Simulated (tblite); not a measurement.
# C6H14Si3: the cost of one run

Programs: tblite 0.8.0 and PySCF 2.14.0, with density-fitted response routines of our own. Each step states its level of theory. These are calculated values for one molecule in the gas phase, unless marked as measured. Atoms are numbered from 0 throughout.

### 1 The molecule as given

23 atoms, charge 0, multiplicity 1; geometry from: force field or distance geometry start.

Bonds of the start (Å): C0–C1 1.31, C1–Si2 1.86, Si2–C3 1.84, C3–Si4 1.89, C3–Si5 1.86, Si5–C6 1.83, C6–C7 1.21, C7–C8 1.46, C0–H9 1.09, C0–H10 1.10, C1–H11 1.06, Si2–H12 1.47, Si2–H13 1.47, C3–H14 1.11, Si4–H15 1.47, Si4–H16 1.47, Si4–H17 1.48, Si5–H18 1.48, Si5–H19 1.46, C8–H20 1.11, C8–H21 1.10, C8–H22 1.13.

### 2 Relaxing the molecule with GFN2-xTB

What the job is given:

```
{"job": {"kind": "relax", "xc": "GFN2-xTB", "basis": "xTB"}, "charge": 0, "multiplicity": 1}
C     -3.373900     1.103300     0.267900
C     -2.659600     1.000000    -0.830700
Si    -1.429200    -0.365000    -1.103300
C     -0.424800    -0.706300     0.405000
Si    -1.221100    -2.195500     1.258300
Si     1.312700    -1.239600     0.014900
C      2.416800     0.218700    -0.103700
C      3.134800     1.192100    -0.161700
C      4.022000     2.353800    -0.250400
H     -3.350900     0.417100     1.114000
H     -4.076600     1.941100     0.343200
H     -2.774200     1.733400    -1.594100
H     -2.226800    -1.569300    -1.388500
H     -0.601800    -0.042200    -2.277200
H     -0.431500     0.180900     1.066600
H     -0.178700    -2.785700     2.117200
H     -2.411000    -1.825200     2.031900
H     -1.508600    -3.188100     0.198500
H      1.729500    -2.155900     1.100800
H      1.380000    -2.004800    -1.221000
H      5.058900     2.107700     0.049200
H      3.956300     2.765900    -1.271900
H      3.652700     3.090600     0.517800
```

Command:

```
OMP_NUM_THREADS=1 python probes_run.py task.json out
```

This one command runs all jobs of the session in turn.

Q: Estimate the wall time and peak memory of this first job on 1 thread of Arm Neoverse V1, shared host.

About 2.5 s, with a peak of 0.18 GiB.
